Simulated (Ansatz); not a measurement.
# Si2Sb2Se: the cost of one run

Program: Ansatz 0.2.0. Level of theory: DFT PBE, scalar-relativistic, plane waves, PAW. These are calculated values, not measurements.

## (1) The system as given

Symmetry: P6/mmm, No. 191, hexagonal system. Conventional cell: a = 4.832 Å, b = 4.832 Å, c = 6.697 Å, α = 90.00°, β = 90.00°, γ = 120.00°. Around Si (site symmetry -6m2) lie 3 Si at 2.79 Å. Sb (site symmetry -6m2) has 3 Sb at 2.79 Å and 3 Se at 2.79 Å in its first shell of neighbours. Around Se (site symmetry 6/mmm) lie 6 Sb at 2.79 Å.

As a file:

```
CELL_PARAMETERS angstrom
4.83249 0.00000 0.00000
-2.41624 4.18506 0.00000
0.00000 0.00000 6.69693
ATOMIC_POSITIONS crystal
Si 0.33333 0.66667 0.50000
Si 0.66667 0.33333 0.50000
Sb 0.33333 0.66667 0.00000
Sb 0.66667 0.33333 0.00000
Se 0.00000 0.00000 0.00000
```

A structure generator made this guess: random cell by space group and Wyckoff sites (P6/mmm, No. 191). The dimensions are guesses.

## (2) The guess as it stands, on a coarse mesh

input.yaml reads:

```yaml
crystal:
  lattice:
    - [4.83248717, 0.0, 0.0]
    - [-2.41624359, 4.18505665, 0.0]
    - [0.0, 0.0, 6.69693157]
  atoms:
    - { symbol: Si, position: [0.33333333, 0.66666667, 0.5] }
    - { symbol: Si, position: [0.66666667, 0.33333333, 0.5] }
    - { symbol: Sb, position: [0.33333333, 0.66666667, 0.0] }
    - { symbol: Sb, position: [0.66666667, 0.33333333, 0.0] }
    - { symbol: Se, position: [0.0, 0.0, 0.0] }
basis:
  ecutwfc: 420
kpoints:
  mp_grid: { grid: [6, 6, 4] }
hamiltonian:
  xc: pbe
scf:
  occupations: { method: gaussian, width: 0.1 }
  lower_state_search: "off"
output:
  forces: true
  stress: true
  eigenvalues: true
```

Run with:

```
> ansatz run input.yaml --threads 1 --pin off --max-ram 2560MiB --backend cpu --events-out ev --progress --plain --runs-dir out
```

What time and memory should one allow on 1 thread of Arm Neoverse V1, shared host?

About 5.9 s, with a peak of 0.41 GiB.
